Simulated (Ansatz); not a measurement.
# CH5AlBNO: the cost of one run

The runs use Ansatz 0.2.0, Gaussian basis; the settings change from run to run.

### Step 1. The relaxed structure

The geometry comes from an earlier relaxation with PBE0-D4 in a triple-zeta def2 set; it is a stationary point, not always the lowest conformer.

SMILES `N[BH][Al]1[CH2][O]1`, 10 atoms, charge 0, spin multiplicity 1.

Atoms are counted from 1 here; the program's logs count them from 0.

Bond lengths: N1–B2 1.385 Å, N1–H6 1.008 Å, N1–H7 1.006 Å, B2–Al3 2.119 Å, B2–H8 1.200 Å, Al3–C4 1.895 Å, Al3–O5 1.720 Å, C4–O5 1.474 Å, C4–H9 1.091 Å, C4–H10 1.091 Å. Angles: B2–N1–H6 122.3°, B2–N1–H7 124.9°, H6–N1–H7 112.8°, N1–B2–Al3 123.6°, N1–B2–H8 116.8°, Al3–B2–H8 119.6°, B2–Al3–C4 172.0°, B2–Al3–O5 140.1°, C4–Al3–O5 47.8°, Al3–C4–O5 59.9°, Al3–C4–H9 123.4°, Al3–C4–H10 123.6°, O5–C4–H9 112.7°, O5–C4–H10 112.7°, H9–C4–H10 111.0°, Al3–O5–C4 72.3°.

### Step 2. MP2/pcseg-2

Options: charge -1, multiplicity 2, correlated electrons set to outside_noble_gas.

in.yaml reads:

```yaml
crystal:
  periodic: [false, false, false]
  atoms:
    - {symbol: N, position_ang: [-1.733462, -1.681461, 0.263282]}
    - {symbol: B, position_ang: [-0.397377, -1.411589, 0.508625]}
    - {symbol: Al, position_ang: [0.551257, 0.401107, -0.041354]}
    - {symbol: C, position_ang: [1.426628, 2.065807, -0.273242]}
    - {symbol: O, position_ang: [1.145835, 1.209051, -1.438871]}
    - {symbol: H, position_ang: [-2.167777, -2.548393, 0.540145]}
    - {symbol: H, position_ang: [-2.367238, -1.062843, -0.213576]}
    - {symbol: H, position_ang: [0.230149, -2.258757, 1.081914]}
    - {symbol: H, position_ang: [0.900149, 3.020808, -0.315630]}
    - {symbol: H, position_ang: [2.494936, 2.215171, -0.108391]}
basis:
  gaussian: {orbitals: pcseg-2}
total_charge: -1
magnetization: {spin_polarized: true, initial_magnetization: 1}
hamiltonian: {xc: {name: HF}}
correlation: {method: mp2, electrons: outside_noble_gas}
output: {forces: true}
```

Started as:

```
> ansatz run in.yaml --threads 2 --pin off --events-out ev --progress --plain --max-ram 4352MiB
```

What time and memory should one allow on 2 threads of Arm Neoverse V1, shared host?

About 44 s, with a peak of 0.99 GiB.
